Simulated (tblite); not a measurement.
# C6H11GeN: the cost of one run

Computed with tblite 0.8.0 and PySCF 2.14.0, with density-fitted response routines of our own, on a single molecule in the gas phase. Atoms are numbered from 0 throughout.

## Step 1: Starting geometry

19 atoms, charge 0, multiplicity 1; geometry from: force field or distance geometry start.

Bonds of the start (Å): C0–C1 1.35, C1–Ge2 1.93, Ge2–C3 1.98, C3–N4 1.47, N4–C5 1.47, N4–C6 1.39, C6–C7 1.35, C6–C1 1.46, C0–H8 1.09, C0–H9 1.07, Ge2–H10 1.52, Ge2–H11 1.52, C3–H12 1.07, C3–H13 1.10, C5–H14 1.10, C5–H15 1.11, C5–H16 1.10, C7–H17 1.08, C7–H18 1.09.

## Step 2: Geometry optimisation with GFN2-xTB

What the job is given:

```
{"job": {"kind": "relax", "xc": "GFN2-xTB", "basis": "xTB"}, "charge": 0, "multiplicity": 1}
C      2.666500     0.181900     0.243400
C      1.343200     0.344800     0.065000
Ge     0.351800     1.994900     0.159700
C     -1.222900     1.099500    -0.632800
N     -0.971100    -0.219600    -0.045400
C     -2.057800    -0.958200     0.622800
C      0.330900    -0.664600    -0.217700
C      0.706200    -1.904400    -0.592600
H      3.149200    -0.790400     0.182600
H      3.239600     1.058700     0.454300
H      0.120600     2.399500     1.607900
H      0.893600     3.075200    -0.761400
H     -1.221300     1.134100    -1.700100
H     -2.131400     1.502300    -0.151000
H     -2.260400    -0.414100     1.555500
H     -1.776000    -2.019100     0.754400
H     -2.934900    -0.964200    -0.046500
H      0.003600    -2.688100    -0.819800
H      1.760900    -2.158900    -0.685700
```

Run with:

```sh
> OMP_NUM_THREADS=1 python probes_run.py task.json out
```

The driver reads the jobs from task.json and runs them one after another.

**Question.** How long does this first job take on 1 thread of Arm Neoverse N1, shared host, and how much memory does it need?

About 1.3 s, with a peak of 0.18 GiB.
